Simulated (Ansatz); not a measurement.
# LiBe3: the cost of one run

Method: DFT PBE, scalar-relativistic, plane waves, PAW, in Ansatz 0.2.0.

## 1. The system as given

Symmetry: P4/mmm, No. 123, tetragonal system. Conventional cell: a = 3.229 Å, b = 3.229 Å, c = 3.196 Å, α = 90.00°, β = 90.00°, γ = 90.00°. Li (site symmetry 4/mmm) has 12 Be at 2.27 to 2.28 Å as nearest neighbours. Be (site symmetry mmm) is surrounded by 4 Li at 2.27 Å and 8 Be at 2.27 to 2.28 Å. Be (site symmetry 4/mmm) has 8 Be at 2.27 Å and 4 Li at 2.28 Å as nearest neighbours.

Structure file:

```cif
data_structure
_symmetry_space_group_name_H-M 'P4/mmm'
_symmetry_Int_Tables_number 123
_cell_length_a 3.2294
_cell_length_b 3.2294
_cell_length_c 3.1962
_cell_angle_alpha 90.000
_cell_angle_beta 90.000
_cell_angle_gamma 90.000
_cell_volume 33.33
loop_
_atom_site_label
_atom_site_type_symbol
_atom_site_symmetry_multiplicity
_atom_site_Wyckoff_symbol
_atom_site_fract_x
_atom_site_fract_y
_atom_site_fract_z
_atom_site_occupancy
Li1 Li 1 a 0.00000 0.00000 0.00000 1
Be1 Be 2 e 0.00000 0.50000 0.50000 1
Be2 Be 1 c 0.50000 0.50000 0.00000 1
```

This is candidate A: Cu3Pd type (P4/mmm, No. 123).

(A quick probe on a coarse mesh, which set the mesh and smearing, is not shown.)

## 3. Coarse relaxation (candidate A)

The input, input.yaml:

```yaml
crystal:
  lattice:
    - [3.2293784198, 0.0, 0.0]
    - [0.0, 3.2293784198, 0.0]
    - [0.0, 0.0, 3.196184917]
  atoms:
    - { symbol: Li, position: [0.0, 0.0, 0.0] }
    - { symbol: Be, position: [0.0, 0.5, 0.5] }
    - { symbol: Be, position: [0.5, 0.0, 0.5] }
    - { symbol: Be, position: [0.5, 0.5, 0.0] }
basis:
  ecutwfc: 420
kpoints:
  mp_grid: { grid: [6, 6, 6] }
hamiltonian:
  xc: pbe
scf:
  occupations: { method: gaussian, width: 0.1 }
  lower_state_search: "off"
output:
  forces: true
  stress: true
  eigenvalues: true
relax:
  adjacent_minimum: "off"
  f_tol: 0.04
  max_steps: 70
  cell: { stress_tol: 0.4 }
```

On the command line:

```console
$ ansatz run input.yaml --threads 1 --pin off --max-ram 2560MiB --backend cpu --events-out ev --progress --plain --runs-dir out
```

Q: Estimate wall time and peak memory on 1 thread of Intel Xeon 6975P-C (Granite Rapids), shared host.

About 2.3 s, with a peak of 0.33 GiB.
